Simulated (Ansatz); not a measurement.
W, space group Fm-3m, a test of the smearing width

Run with the Ansatz DFT code, driven from Python.

`w_smear.py`:
```python
# -*- coding: utf-8 -*-
import csv
import logging
import sys

import ansatz as az
from ase import Atoms

logging.basicConfig(stream=sys.stdout, format="[%(levelname)s] %(message)s")
log = logging.getLogger("w")
log.setLevel(logging.INFO)

SETTINGS = {
    "k_spacing": 0.22,
    "xc": "PBEsol",
    "dispersion": "D4",
}

atoms = Atoms(
    ["W"],
    scaled_positions=[
        [0.0, 0.0, 0.0],
    ],
    cell=[
        [0.0, 2.03, 2.03],
        [2.03, 0.0, 2.03],
        [2.03, 2.03, 0.0],
    ],
    pbc=True,
)
material = az.Crystal.from_ase(atoms)

model = (
    material.calculation()
    .kpoints(spacing=SETTINGS["k_spacing"])
    .functional(SETTINGS["xc"], dispersion=SETTINGS["dispersion"])
)

rows = []
for value in [0.5, 0.3, 0.2, 0.1]:
    report = model.occupations("cold", width=value).run(threads=1).report
    rows.append((value, report["free_energy_ev"] / len(report["lattice"]["sites"]), report["n_iterations"], report["n_kpoints"]))

with open("smear.csv", "w", newline="") as handle:
    writer = csv.writer(handle)
    writer.writerow(["width (eV)", "F/atom (eV)", "iterations", "k-points"])
    writer.writerows([round(v, 5) if isinstance(v, float) else v for v in row] for row in rows)

for row in rows[:-1]:
    shift = 1000 * (row[1] - rows[-1][1])
    log.info(f"{row[0]}: {shift:+.2f} meV/atom" + ("  (within 1 meV)" if abs(shift) < 1 else ""))
```

```console
$ python w_smear.py
DeckWarning: basis.ecutwfc = 420 eV, auto-derived from the records' recommended cutoffs: set by W (normal level)
[INFO] 0.5: -3.04 meV/atom
[INFO] 0.3: -0.64 meV/atom  (within 1 meV)
[INFO] 0.2: -0.36 meV/atom  (within 1 meV)
```
(Warnings from the package without file and line.)

`smear.csv`, as written:
```csv
width (eV),F/atom (eV),iterations,k-points
0.5,-10256.43516,4,84
0.3,-10256.43276,4,84
0.2,-10256.43247,4,84
0.1,-10256.43211,4,84
```

Going from 0.1 to 0.5 eV changes F by -3.0 meV an atom. This scheme is built to cancel the term in the square of the width, so the shifts stay small and are partly the mesh's error.

Notes:
- Dispersion corrections can be off by several per cent in the lattices of metals, and by several GPa in the pressure at a fixed cell.
- The mesh is modest for a metal, so energies can be off by several to tens of meV an atom and pressures by half a GPa or more; differences at equal mesh fare better.
- The narrowest width needs the finest mesh, so the last row is no converged reference.
- Spin-orbit coupling, which matters for elements this heavy, is left out.
- This isn't the structure that W takes at ambient conditions.
- By the engine's processor time: 3.7 s on 1 thread of Intel(R) Xeon(R) Processor @ 2.30GHz, with other jobs on the host, peak memory 0.46 GiB.
